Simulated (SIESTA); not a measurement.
**HfB under changes of volume**

One of the cells (12.573 Å³/atom); the others are scaled copies at fixed shape and fractional positions:

```
Hf B
1.0
     0.00000    2.32530    2.32530
     2.32530    0.00000    2.32530
     2.32530    2.32530    0.00000
Hf B
1 1
Direct
  0.50000 0.50000 0.50000
  0.00000 0.00000 0.00000
```

* Program: SIESTA 5.4.2
* Functional: PBE
* Potentials or basis: PseudoDojo 0.4 standard (PBE files)
* Basis: DZP (energy shift 0.003 Ry; two zetas on semicore shells)
* Grid cutoff: 800 Ry
* Energy shift: 0.003 Ry
* k mesh: 10 × 10 × 10
* Occupations: fermi-dirac, width 0.05 eV
* Spin: no spin polarisation

```csv
volume (Å³/atom),energy over the lowest point (meV/atom),pressure (GPa)
11.587,297.59,51.1
11.833,224.82,44.0
12.080,162.35,37.6
12.573,?,?
12.819,29.01,21.2
13.066,0.00,16.8
```

Q: What does the run at 12.573 Å³/atom give?

A: Energy over the lowest point 65.20 meV/atom; pressure 26.2 GPa.

Worked out: A Birch-Murnaghan fit of order 3 (a polynomial in V^(-2/3)) to the other rows has no minimum within the range. It gives 65.21 meV/atom at 12.573 Å³/atom, against the run's 65.20, and -dE/dV = 26.1 GPa, against 26.2.

Energies are extrapolated to zero smearing.

Caveats: short orbitals over semicore shells can move pressures by several GPa; the basis of atomic orbitals isn't converged, which shifts pressures, moduli and gaps.
